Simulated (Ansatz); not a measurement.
## Li2Mg, space group P6_3/mmc: a test of the smearing width, step by step

Program: Ansatz's Python interface.

Typed at the interpreter:
```pycon
>>> import warnings
>>> import ansatz
>>> from tabulate import tabulate
>>> FUNCTIONAL = 'LDA'
>>> CUTOFF_EV = 450
>>> KGRID = (10, 10, 2)
>>> warnings.simplefilter('ignore', ansatz.DeckWarning)
>>> xtal = (
...     ansatz.Lattice.from_parameters(3.07826974, 3.07826974, 15.43389647, alpha=90, beta=90, gamma=120)
...     .space_group(194)
...     .atom('Li', [2 / 3, 1 / 3, 0.58279435])
...     .atom('Mg', [1 / 3, 2 / 3, 0.75])
... )
>>> setup = (
...     xtal.calculation()
...     .functional(FUNCTIONAL)
...     .pseudopotentials('paw')
...     .basis(CUTOFF_EV)
...     .kpoints(*KGRID)
...     .forces()
...     .stress()
... )
>>> rows = []
>>> for value in [0.25, 0.15, 0.1, 0.05, 0.025]:
...     summary = setup.occupations('cold', width=value).run(threads=1, backend='cpu').report
...     rows.append((value, summary['free_energy_ev'] / len(summary['lattice']['sites']), summary['n_iterations'], sum(summary['stress_gpa'][i][i] for i in range(3)) / 3, max(abs(f) for row in summary['forces_ev_ang'] for f in row), summary['n_kpoints']))
...
>>> print(tabulate(rows, headers=['width (eV)', 'F/atom (eV)', 'iterations', 'P (GPa)', 'max component (eV/A)', 'k-points'], floatfmt='.4f', tablefmt='plain'))
  width (eV)    F/atom (eV)    iterations    P (GPa)    max component (eV/A)    k-points
      0.2500      -768.3014             6    -1.2521                  0.0365          28
      0.1500      -768.3008             7    -1.2812                  0.0356          28
      0.1000      -768.3008             7    -1.3004                  0.0316          28
      0.0500      -768.3009             7    -1.3229                  0.0277          28
      0.0250      -768.3010             7    -1.3321                  0.0252          28
>>> # the last row is the reference
>>> for row in rows[:-1]:
...     shift = 1000 * (row[1] - rows[-1][1])
...     print(f'{row[0]}: {shift:+.2f} meV/atom' + ('  (within 1 meV)' if abs(shift) < 1 else ''))
...
0.25: -0.45 meV/atom  (within 1 meV)
0.15: +0.12 meV/atom  (within 1 meV)
0.1: +0.12 meV/atom  (within 1 meV)
0.05: +0.03 meV/atom  (within 1 meV)
```

Going from 0.025 to 0.25 eV changes F by -0.5 meV an atom. This scheme is built to cancel the term in the square of the width, so the shifts stay small and are partly the mesh's error. The pressure moves from -1.33 to -1.25 GPa.

The mesh is modest for a metal, so energies can be off by several to tens of meV an atom and pressures by half a GPa or more; differences at equal mesh fare better. The narrowest width needs the finest mesh, so the last row is no converged reference. Pressure is positive in compression. The structure comes from a database of computed cells and needn't be a stable or known phase. Finished in 16 s on 1 thread of Arm Neoverse V2 (shared host), peak memory 0.41 GiB.
